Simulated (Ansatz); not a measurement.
# CH4ClFOSSi: up Jacob's ladder to CCSD(T)

Aim: compute CH4ClFOSSi with functionals from several rungs and with coupled cluster. The yardstick is the atomisation energy at the CCSD(T) limit.

Program: Ansatz 0.2.0, Gaussian basis. Level of theory: functionals in def2-TZVPP, the program's frozen cores in correlated methods. These are calculated values, not measurements.

The runs, in order: PBE-D4, r2SCAN-D4, PBE0-D4, B3LYP-D4, ωB97X-V, ωB97M-V, B2PLYP; CCSD(T)/def2-TZVPP; MP2/def2-QZVPP; extrapolation to the limit.

**1. The relaxed structure**

The geometry comes from an earlier relaxation with PBE0-D4 in a triple-zeta def2 set; it is a stationary point, not always the lowest conformer.

SMILES `O[Si](F)(Cl)CS`, 10 atoms, charge 0, spin multiplicity 1.

Atoms are counted from 1 here; the program's logs count them from 0.

Bond lengths: O1–Si2 1.623 Å, O1–H7 0.958 Å, Si2–F3 1.590 Å, Si2–Cl4 2.038 Å, Si2–C5 1.847 Å, C5–S6 1.813 Å, C5–H8 1.093 Å, C5–H9 1.093 Å, S6–H10 1.343 Å. Angles: Si2–O1–H7 119.6°, O1–Si2–F3 110.1°, O1–Si2–Cl4 110.7°, O1–Si2–C5 108.2°, F3–Si2–Cl4 106.1°, F3–Si2–C5 109.1°, Cl4–Si2–C5 112.6°, Si2–C5–S6 112.7°, Si2–C5–H8 108.8°, Si2–C5–H9 110.6°, S6–C5–H8 106.0°, S6–C5–H9 111.2°, H8–C5–H9 107.3°, C5–S6–H10 96.8°.

Geometry (Å):

```xyz
10
charge 0, multiplicity 1
O     1.1086    0.2373   -1.3002
Si    0.0816   -0.7188   -0.4852
F     0.7244   -2.1579   -0.2763
Cl   -1.6299   -1.0143   -1.5512
C    -0.2336    0.0477    1.1658
S    -0.8807    1.7367    1.0417
H     1.1984    0.1347   -2.2487
H    -1.0021   -0.5318    1.6829
H     0.6677    0.0148    1.7831
H     0.0484    2.2005    0.1908
```

**2. PBE-D4 (GGA)**

File in.yaml:

```yaml
crystal:
  periodic: [false, false, false]
  atoms:
    - {symbol: O, position_ang: [1.108638, 0.237347, -1.300178]}
    - {symbol: Si, position_ang: [0.081639, -0.718823, -0.485197]}
    - {symbol: F, position_ang: [0.724402, -2.157868, -0.276332]}
    - {symbol: Cl, position_ang: [-1.629864, -1.014305, -1.551156]}
    - {symbol: C, position_ang: [-0.233649, 0.047733, 1.165843]}
    - {symbol: S, position_ang: [-0.880660, 1.736712, 1.041661]}
    - {symbol: H, position_ang: [1.198427, 0.134666, -2.248663]}
    - {symbol: H, position_ang: [-1.002111, -0.531823, 1.682921]}
    - {symbol: H, position_ang: [0.667742, 0.014784, 1.783142]}
    - {symbol: H, position_ang: [0.048437, 2.200479, 0.190759]}
basis:
  gaussian: {orbitals: def2-TZVPP}
hamiltonian: {xc: pbe, dispersion: d4}
output: {forces: true, orbitals: {seedname: orbitals}}
```

Launch:

```
$ ansatz run in.yaml --threads 4 --pin off --events-out ev --progress --plain --max-ram 10444MiB
```

Further steps of the session: r2SCAN-D4 (meta-GGA); PBE0-D4 (hybrid); B3LYP-D4 (hybrid); ωB97X-V (range-separated); ωB97M-V (range-separated); B2PLYP (double hybrid); CCSD(T) in def2-TZVPP; MP2 in def2-QZVPP.

Q: Predict the results of all the runs planned. Wanted: atomisation energy, CCSD(T)/CBS; farthest; mean size of error, hybrid; mean size of error, range-separated; gap, smallest and largest; T1 diagnostic; triples share of the correlation energy.

The runs gave:

| quantity | value |
| --- | --- |
| atomisation energy, CCSD(T)/CBS | 3809.5 kJ/mol |
| functionals within 19.0 kJ/mol (0.5 %) | r2SCAN-D4, ωB97X-V, ωB97M-V |
| farthest | B2PLYP (-76.0 kJ/mol) |
| mean size of error, hybrid | 38.8 kJ/mol |
| mean size of error, range-separated | 4.0 kJ/mol |
| gap, smallest and largest | 4.93 eV (PBE-D4), 11.55 eV (ωB97X-V) |
| T1 diagnostic | 0.0108 |
| triples share of the correlation energy | 3.7 % |

**Reading.** PBE-D4 is off by +44.6 kJ/mol. Double hybrids carry the basis error of their MP2 part in triple zeta, and no dispersion term here, so their miss is partly the set-up's. The reference freezes the cores and leaves out relativity and excitations past (T), so misses under about 19.0 kJ/mol can't be ranked. Hartree-Fock recovers 72 % of the binding; the rest is correlation. Orbital gaps span 4.9 to 11.5 eV; exact exchange widens them.
